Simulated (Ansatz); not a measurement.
# C₃H₅Si radical: small, medium and large basis sets

One table from this session's results is given with a row withheld; the runs are named, their logs left out.

The runs use Ansatz 0.2.0, Gaussian basis; one geometry, several basis sets.

The runs, in order: PBE0-D4/def2-SVP; ωB97M-V/def2-SVP; PBE0-D4/def2-QZVPP; ωB97M-V/def2-QZVPP; the functionals' def2-TZVPP values are taken from earlier runs.

## The relaxed structure

All runs share one geometry, relaxed beforehand with PBE0-D4 in a triple-zeta def2 set.

SMILES `[C]#C[SiH2]C`, 9 atoms, charge 0, spin multiplicity 2.

Atoms are counted from 1 here; the program's logs count them from 0.

Bond lengths: C1–C2 1.213 Å, C2–Si3 1.834 Å, Si3–C4 1.863 Å, Si3–H5 1.485 Å, Si3–H6 1.485 Å, C4–H7 1.093 Å, C4–H8 1.092 Å, C4–H9 1.092 Å. Angles: C1–C2–Si3 178.4°, C2–Si3–C4 109.9°, C2–Si3–H5 107.5°, C2–Si3–H6 107.5°, C4–Si3–H5 111.4°, C4–Si3–H6 111.4°, H5–Si3–H6 109.0°, Si3–C4–H7 110.2°, Si3–C4–H8 110.7°, Si3–C4–H9 110.7°, H7–C4–H8 108.4°, H7–C4–H9 108.4°, H8–C4–H9 108.4°.

The first run:

File in.yaml:

```yaml
crystal:
  periodic: [false, false, false]
  atoms:
    - {symbol: C, position_ang: [2.756546, -1.240332, -0.105396]}
    - {symbol: C, position_ang: [1.806426, -0.490478, -0.179919]}
    - {symbol: Si, position_ang: [0.339736, 0.606666, -0.275382]}
    - {symbol: C, position_ang: [-1.172337, -0.299819, 0.326431]}
    - {symbol: H, position_ang: [0.189986, 1.029037, -1.691016]}
    - {symbol: H, position_ang: [0.621777, 1.802411, 0.558602]}
    - {symbol: H, position_ang: [-2.049660, 0.349273, 0.270370]}
    - {symbol: H, position_ang: [-1.359500, -1.185482, -0.283880]}
    - {symbol: H, position_ang: [-1.044474, -0.617475, 1.363089]}
basis:
  gaussian: {orbitals: def2-SVP}
magnetization: {spin_polarized: true, initial_magnetization: 1}
hamiltonian: {xc: pbe0, dispersion: d4}
output: {orbitals: {seedname: orbitals}}
```

Launch:

```bash
ansatz run in.yaml --threads 4 --pin off --events-out ev --progress --plain --max-ram 10444MiB
```

Among the steps run: PBE0-D4 in def2-SVP; ωB97M-V in def2-SVP; PBE0-D4 in def2-QZVPP; ωB97M-V in def2-QZVPP.

One table of the session follows, with a row left open; its other results are not shown here.

It belongs to the step «Density functionals: the series». 

```
functional       basis  HOMO (eV)  LUMO (eV)
   PBE0-D4    def2-SVP      -8.14      -4.48
   PBE0-D4  def2-TZVPP          ?          ?
   PBE0-D4  def2-QZVPP      -8.22      -4.66
   ωB97M-V    def2-SVP     -10.35      -2.57
   ωB97M-V  def2-TZVPP     -10.45      -2.84
   ωB97M-V  def2-QZVPP     -10.46      -2.88
```

**Question.** Estimate the row for PBE0-D4, def2-TZVPP.

The run gave: HOMO (eV): -8.21; LUMO (eV): -4.64. In the column «HOMO (eV)» it lies between PBE0-D4, def2-QZVPP (-8.22) and PBE0-D4, def2-SVP (-8.14).
